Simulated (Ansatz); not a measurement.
# Ag+ with F2: structure and interaction energy

The task here is to estimate one member of a computed series from the others.

Computed with Ansatz 0.2.0, Gaussian basis. Level: PBE0-D4 structure, single points in def2-TZVPPD.

Levels: PBE-D4, revPBE-D4, BLYP-D4, r2SCAN-D4, B97M-V, PBE0-D4, B3LYP-D4, HSE06-D4, wB97X-V, wB97M-V, B2PLYP, Hartree-Fock, MP2, CCSD, CCSD(T). The reference is CCSD(T) extrapolated to the basis limit. For elements past Ar these valence bases correlate outer-core shells poorly, so that limit is rough.

Correlated methods freeze the cores. Filled d shells of the heavier atoms are correlated. Core potentials replace the inner electrons past krypton, and spin-orbit coupling is left out. B3LYP uses VWN-RPA correlation. B2PLYP carries no dispersion term here.

163 further runs of the same task are left out: 163 set aside as unsound or not needed.

### The starting structure

The pair, from a GFN2-xTB docking trial: 3 atoms, charge 1, spin multiplicity 1.

Atoms are counted from 1 here; the program's logs count them from 0.

Bond lengths: F2–F3 1.418 Å.

Geometry (Å):

| atom | x (Å) | y (Å) | z (Å) |
| --- | --- | --- | --- |
| Ag1 | -0.0107 | 0.0572 | -1.9276 |
| F2 | 0.1039 | -0.5533 | 1.4302 |
| F3 | -0.0932 | 0.4961 | 0.4974 |

Atoms 1 to 1 are fragment A (Ag+), the rest fragment B (F2).

The first run:

pre/in.yaml reads:

```yaml
crystal:
  periodic: [false, false, false]
  atoms:
    - {symbol: Ag, position_ang: [-0.010700, 0.057200, -1.927600]}
    - {symbol: F, position_ang: [0.103900, -0.553300, 1.430200]}
    - {symbol: F, position_ang: [-0.093200, 0.496100, 0.497400]}
basis:
  gaussian: {orbitals: def2-SVP}
total_charge: 1
hamiltonian: {xc: pbe, dispersion: d4}
relax: {f_tol: 0.03, max_steps: 250}
```

Started as:

```sh
$ ansatz run in.yaml --threads 2 --pin off --events-out ev --progress --plain --max-ram 5222MiB
```

Steps of the session up to this table: A first relaxation in a small basis; Relaxation at PBE0-D4; wB97X-V/def2-TZVPPD; wB97M-V/def2-TZVPPD; B2PLYP/def2-TZVPPD; B97M-V/def2-TZVPPD; CCSD(T)/def2-TZVPPD; MP2/def2-QZVPPD; SPW92/def2-SVP; wB97M-V/def2-SVP; CCSD(T)/def2-SVP; Vibrations of the pair.

One table of the session follows, with a row left open; its other results are not shown here.

| method | interaction (kcal/mol) |
| --- | --- |
| PBE-D4 | -6.51 |
| revPBE-D4 | -5.42 |
| BLYP-D4 | -6.53 |
| r2SCAN-D4 | -6.97 |
| B97M-V | ? |
| PBE0-D4 | -5.02 |
| B3LYP-D4 | -5.55 |
| HSE06-D4 | -5.01 |
| wB97X-V | -4.87 |
| wB97M-V | -4.89 |
| B2PLYP | -4.43 |
| Hartree-Fock | -1.42 |
| MP2 | -3.81 |
| CCSD | -3.37 |
| CCSD(T) | -3.75 |
| CCSD(T)/CBS | -4.76 |

Estimate the missing values for B97M-V.

**Answer.** interaction (kcal/mol): -6.25. In the column «interaction (kcal/mol)» it lies between PBE-D4 (-6.51) and B3LYP-D4 (-5.55).

Among the levels timed on like hardware and quicker than the yardstick, those that no quicker one beats, quickest first: revPBE-D4 (2.5 s, -0.66 kcal/mol); PBE0-D4 (3 s, -0.26 kcal/mol); HSE06-D4 (3.4 s, -0.25 kcal/mol); wB97X-V (10 s, -0.11 kcal/mol).

wB97X-V reaches 0.11 kcal/mol from the reference in 10 s, where CCSD(T)/CBS took 29 s; the quickest level in the cost chart, revPBE-D4, takes 2.5 s and misses by 0.66 kcal/mol.

To keep in mind: A lower arrangement may exist.
